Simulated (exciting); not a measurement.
A run of exciting (release sodium) is set up as follows.

File input.xml:

```xml
<input>
  <title>Al2Pt</title>
  <structure speciespath="./" tshift="false">
    <crystal scale="1">
      <basevect>0.000000000000 5.584140698269 5.584140698269</basevect>
      <basevect>5.584140698269 0.000000000000 5.584140698269</basevect>
      <basevect>5.584140698269 5.584140698269 0.000000000000</basevect>
    </crystal>
    <species speciesfile="Pt.xml" rmt="2.3">
      <atom coord="0.000000000000 0.000000000000 0.000000000000"/>
    </species>
    <species speciesfile="Al.xml" rmt="2">
      <atom coord="0.750000000000 0.750000000000 0.750000000000"/>
      <atom coord="0.250000000000 0.250000000000 0.250000000000"/>
    </species>
  </structure>
  <groundstate do="fromscratch" ngridk="8 8 8" rgkmax="7.8" gmaxvr="14" lmaxapw="10" lmaxmat="10" lmaxvr="8" xctype="GGA_PBE" stype="Fermi Dirac" swidth="0.00183747" nempty="16" ValenceRelativity="iora*" epsengy="1e-05" epspot="1e-05" maxscl="60" tforce="true" outputlevel="normal"/>
</input>
```

Potentials or basis: all-electron LAPW+lo, shipped species files, valence relativity iora*.

Run with:

```sh
$ OMP_NUM_THREADS=1 exciting_smp
```

(1) What does it give for the band gap on the k mesh?

Results:

(1) none (metal or under the smearing width).
